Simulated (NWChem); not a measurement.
# doublet LiBr+: levels of theory compared

Wanted: a comparison of 4 runs (U-r2SCAN/aug-cc-pVTZ, UM06-L/aug-cc-pVTZ, UPBE0/aug-cc-pVTZ, UTPSS/aug-cc-pVTZ) of doublet LiBr+. 

Program for the calculation: NWChem 7.3.0.

### Step 1. The molecule

LiBr+ has 2 atoms, charge +1, and is taken as a doublet. As SMILES of the parent species, `[Li][Br]`. Geometry: relaxed at PBE0-D4/def2-TZVP. That shape belongs to the parent species and isn't relaxed for this state.

Bond lengths: Li1–Br2 2.172 Å.

### Step 2. A single-point energy at U-r2SCAN/aug-cc-pVTZ (run 1)

The input, brli.nw:

```
start brli
title "BrLi"
memory stack 880 mb heap 220 mb global 1100 mb
charge 1

geometry noautosym nocenter noautoz
   Li   -0.910300    0.277700   -0.476100
   Br    0.939700   -0.337900    0.480100
end

basis spherical bse
   Li library aug-cc-pVTZ
   Br library aug-cc-pVTZ
end

dft
   xc r2scan
   mult 2
   grid fine
   convergence energy 1e-08
   iterations 100
   mulliken
   noprint "final vectors analysis"
end

task dft energy
```

Started as:

```console
$ nwchem brli.nw > brli.out
```

The program printed:

```text
[...]
          Wavefunction type:  spin polarized.
          No. of atoms     :     2
          No. of electrons :    37
[...]
          Charge           :     1
          Spin multiplicity:     2
[...]
          AO basis - number of functions:   105
[...]
              XC Information
              --------------
                      r^2SCAN Method XC Functional
               r^2SCAN metaGGA Exchange Functional  1.000
                     r^2SCAN Correlation Potential  1.000
[...]
 d= 0,ls=0.0,diis     1  -2581.0208659464 -2.61D+03  1.11D-02  2.68D+00    29.4
[...]
 d= 0,ls=0.0,diis     8  -2581.4324566628 -3.35D-10  9.36D-08  2.05D-10   145.2
[...]
         Total DFT energy =    -2581.432456662829
      One electron energy =    -3633.239076480055
           Coulomb energy =     1119.209554444999
    Exchange-Corr. energy =      -92.989595458684
 Nuclear repulsion energy =       25.586660830910
[...]
      Total Density - Mulliken Population Analysis
     ---------------------------------------------
    Atom       Charge   Shell Charges
 -----------   ------   -------------------------------------------------------
    1 Li   3     2.33   2.02 -0.04  0.14  0.03 -0.00  0.15  0.02  0.01 -0.00  0.05 -0.04  0.00  0.03 -0.04
    2 Br  35    34.67   2.00  2.01  1.92  0.45  1.12  0.49 -0.06  6.00  5.83  1.21  2.71  1.00 -0.02  9.64  0.36  0.01  0.01  0.00  0.00
[...]
      <S2> =      0.7547 (Exact =     0.7500)
[...]
```

Run time: 2.4 min. Hardware: 1 thread of Intel Xeon Platinum 8259CL at 2.50GHz (Skylake/Cascade Lake), shared host; peak memory 0.12 GiB.

### Step 3. The energy at UM06-L/aug-cc-pVTZ (run 2)

The input, run.py:

```python
from ase import Atoms
from ase.calculators.nwchem import NWChem

mol = Atoms(['Li', 'Br'], positions=[
    [-0.910300, 0.277700, -0.476100],
    [0.939700, -0.337900, 0.480100],
])

calc = NWChem(
    label='brli',
    theory='dft',
    memory='2200 mb',
    basis='aug-cc-pVTZ',
    basispar='spherical bse',
    charge=1,
    dft={'xc': 'm06-l', 'mult': '2', 'grid': 'fine', 'convergence': 'energy 1e-08', 'iterations': '100', 'mulliken': None},
    task='energy',
)
mol.calc = calc

e = mol.get_potential_energy()
print(f"E = {e:.6f} eV")
```

Started as:

```console
$ export ASE_NWCHEM_COMMAND="nwchem PREFIX.nwi > PREFIX.nwo"
$ python run.py
```

The program printed:

```text
E = -70242.780295 eV
```

The calculator wrote brli.nwi:

```
title "brli"

permanent_dir brli

scratch_dir brli

start brli

geometry units angstrom nocenter noautosym noautoz
  Li -9.1030000000000000e-01 2.7770000000000000e-01 -4.7610000000000002e-01
  Br 9.3969999999999998e-01 -3.3789999999999998e-01 4.8010000000000003e-01
end

charge 1

memory 2200 mb

basis spherical bse noprint
   * library aug-cc-pVTZ
end

dft
  xc m06-l
  mult 2
  grid fine
  convergence energy 1e-08
  iterations 100
  mulliken
end

task dft energy
```

brli.nwo:

```text
Northwest Computational Chemistry Package (NWChem) 7.3.0
             --------------------------------------------------------

           Job information
           ---------------

    nwchem branch   = 7.3.0
    use scalapack   = T
    input           = brli.nwi
    prefix          = brli.
    data base       = brli/brli.db
    status          = startup
    nproc           =        1

           Memory information
           ------------------

    heap     =     72089598 doubles =      550.0 Mbytes
    stack    =     72089595 doubles =      550.0 Mbytes
    global   =    144179200 doubles =     1100.0 Mbytes (distinct from heap & stack)
    total    =    288358393 doubles =     2200.0 Mbytes
    verify   = yes
    hardfail = no

           Directory information
           ---------------------

  0 permanent = brli
  0 scratch   = brli

                                NWChem Input Module
                                -------------------

                                       brli
                                       ----

[... 21 lines left out ...]
            Nuclear Dipole moment (a.u.)
[... 38 lines left out ...]
  convergence criterion.
[... 16 lines left out ...]
          Convergence on density requested:  1.00D-05
[... 19 lines left out ...]
          Spatial weights used:  Erf1
[... 3 lines left out ...]
          Convergence aids based upon iterative change in
[... 78 lines left out ...]
         Total DFT energy =    -2581.374584595517
[... 1 line left out ...]
           Coulomb energy =     1119.761539901473
[... 1 line left out ...]
 Nuclear repulsion energy =       25.586660830910
[... 755 lines left out ...]
                     DFT Final Beta Molecular Orbital Analysis
[... 826 lines left out ...]
   alpha     91     92     93     94     95     96     97     98     99    100
    beta     94     95     92     91     93     96     98     97     99    100
 overlap   0.993  0.985  0.987  1.000  0.966  0.831  1.000  0.835  0.978  0.998

   alpha    101    102    103    104    105
    beta    101    102    103    104    105
 overlap   0.978  0.999  1.000  1.000  1.000

     --------------------------
     Expectation value of S2:
     --------------------------
      <S2> =      0.7549 (Exact =     0.7500)

 center of mass
 --------------
 x =   1.49362686 y =  -0.54465154 z =   0.76142472

 moments of inertia (a.u.)
 ------------------
          29.787544488959          26.230820627566         -40.743844516048
          26.230820627566          99.887876116434          13.557789558962
         -40.743844516048          13.557789558962          87.557297225669

     Multipole analysis of the density
     ---------------------------------

     L   x y z        total         alpha         beta         nuclear
     -   - - -        -----         -----         ----         -------
     0   0 0 0      1.000000    -19.000000    -18.000000     38.000000

     1   1 0 0     -0.969498    -29.827068    -28.133920     56.991490
[... 8 lines of this table left out ...]
     2   0 0 2    -11.475483    -22.671783    -20.041134     31.237435

 Task  times  cpu:      345.8s     wall:      345.8s
 Total times  cpu:      345.8s     wall:      345.8s
```

Wall time 5.8 min (1 thread of Intel Xeon Platinum 8259CL at 2.50GHz (Skylake/Cascade Lake), shared host); peak memory 0.12 GiB.

Run 3 isn't shown in full; the table further down has it.

### Step 4. The energy at UTPSS/aug-cc-pVTZ (run 4)

The input, run.py:

```python
from ase import Atoms
from ase.calculators.nwchem import NWChem

atoms = Atoms(['Li', 'Br'], positions=[
    [-0.910300, 0.277700, -0.476100],
    [0.939700, -0.337900, 0.480100],
])

calc = NWChem(
    label='input',
    theory='dft',
    memory='2200 mb',
    basis='aug-cc-pVTZ',
    basispar='spherical bse',
    charge=1,
    dft={'xc': 'xtpss03 ctpss03', 'mult': '2', 'grid': 'fine', 'convergence': 'energy 1e-08', 'iterations': '100', 'mulliken': None},
    task='energy',
)
atoms.calc = calc

print("Total energy (eV):", round(atoms.get_potential_energy(), 6))
```

Started as:

```console
$ export ASE_NWCHEM_COMMAND="nwchem PREFIX.nwi > PREFIX.nwo"
$ python run.py
```

The program printed:

```text
Total energy (eV): -70242.523048
```

The calculator wrote input.nwi:

```
title "input"

permanent_dir input

scratch_dir input

start input

geometry units angstrom nocenter noautosym noautoz
  Li -9.1030000000000000e-01 2.7770000000000000e-01 -4.7610000000000002e-01
  Br 9.3969999999999998e-01 -3.3789999999999998e-01 4.8010000000000003e-01
end

charge 1

memory 2200 mb

basis spherical bse noprint
   * library aug-cc-pVTZ
end

dft
  xc xtpss03 ctpss03
  mult 2
  grid fine
  convergence energy 1e-08
  iterations 100
  mulliken
end

task dft energy
```

input.nwo:

```text
Northwest Computational Chemistry Package (NWChem) 7.3.0
             --------------------------------------------------------

           Job information
           ---------------

    nwchem branch   = 7.3.0
    use scalapack   = T
    input           = input.nwi
    prefix          = input.
    data base       = input/input.db
    status          = startup
    nproc           =        1

           Memory information
           ------------------

    heap     =     72089598 doubles =      550.0 Mbytes
    stack    =     72089595 doubles =      550.0 Mbytes
    global   =    144179200 doubles =     1100.0 Mbytes (distinct from heap & stack)
    total    =    288358393 doubles =     2200.0 Mbytes
    verify   = yes
    hardfail = no

           Directory information
           ---------------------

  0 permanent = input
  0 scratch   = input

                                NWChem Input Module
                                -------------------

                                       input
                                       -----

[... 21 lines left out ...]
            Nuclear Dipole moment (a.u.)
[... 38 lines left out ...]
  convergence criterion.
[... 16 lines left out ...]
          Convergence on density requested:  1.00D-05
[... 18 lines left out ...]
          Spatial weights used:  Erf1
[... 3 lines left out ...]
          Convergence aids based upon iterative change in
[... 78 lines left out ...]
         Total DFT energy =    -2581.365130962277
[... 1 line left out ...]
           Coulomb energy =     1118.581490490831
[... 1 line left out ...]
 Nuclear repulsion energy =       25.586660830910
[... 760 lines left out ...]
                     DFT Final Beta Molecular Orbital Analysis
[... 826 lines left out ...]
   alpha     91     92     93     94     95     96     97     98     99    100
    beta     93     92     95     94     91     96     97     98     99    100
 overlap   0.766  1.000  0.996  0.998  0.764  0.943  1.000  0.954  0.997  0.999

   alpha    101    102    103    104    105
    beta    101    102    103    104    105
 overlap   1.000  1.000  0.999  1.000  1.000

     --------------------------
     Expectation value of S2:
     --------------------------
      <S2> =      0.7531 (Exact =     0.7500)

 center of mass
 --------------
 x =   1.49362686 y =  -0.54465154 z =   0.76142472

 moments of inertia (a.u.)
 ------------------
          29.787544488959          26.230820627566         -40.743844516048
          26.230820627566          99.887876116434          13.557789558962
         -40.743844516048          13.557789558962          87.557297225669

     Multipole analysis of the density
     ---------------------------------

     L   x y z        total         alpha         beta         nuclear
     -   - - -        -----         -----         ----         -------
     0   0 0 0      1.000000    -19.000000    -18.000000     38.000000

     1   1 0 0     -0.953559    -29.819526    -28.125523     56.991490
[... 8 lines of this table left out ...]
     2   0 0 2    -11.953788    -22.712306    -20.478917     31.237435

 Task  times  cpu:      294.1s     wall:      294.1s
 Total times  cpu:      294.1s     wall:      294.1s
```

Wall time 4.9 min (1 thread of Intel Xeon Platinum 8259CL at 2.50GHz (Skylake/Cascade Lake), shared host); peak memory 0.12 GiB.

### Step 5. All runs side by side

```tsv
run	level	energy (Eh)	⟨S²⟩	wall time
1	U-r2SCAN/aug-cc-pVTZ	-2581.432457	0.755	2.4 min
2	UM06-L/aug-cc-pVTZ	-2581.374585	0.755	5.8 min
3	UPBE0/aug-cc-pVTZ	-2581.136061	0.754	2.4 min
4	UTPSS/aug-cc-pVTZ	-2581.365131	0.753	4.9 min
```

### Step 6. Outcome

| quantity | value |
| --- | --- |
| run 4: total energy | -2581.36513 Eh |
| run 4: HOMO energy (highest over α and β) | -13.74 eV |
| run 4: LUMO energy (lowest over α and β) | -13.29 eV |
| run 4: ⟨S²⟩ | 0.753 |

Totals of different functionals can't be ranked against each other. All runs together took 16 min, the longest 5.8 min.
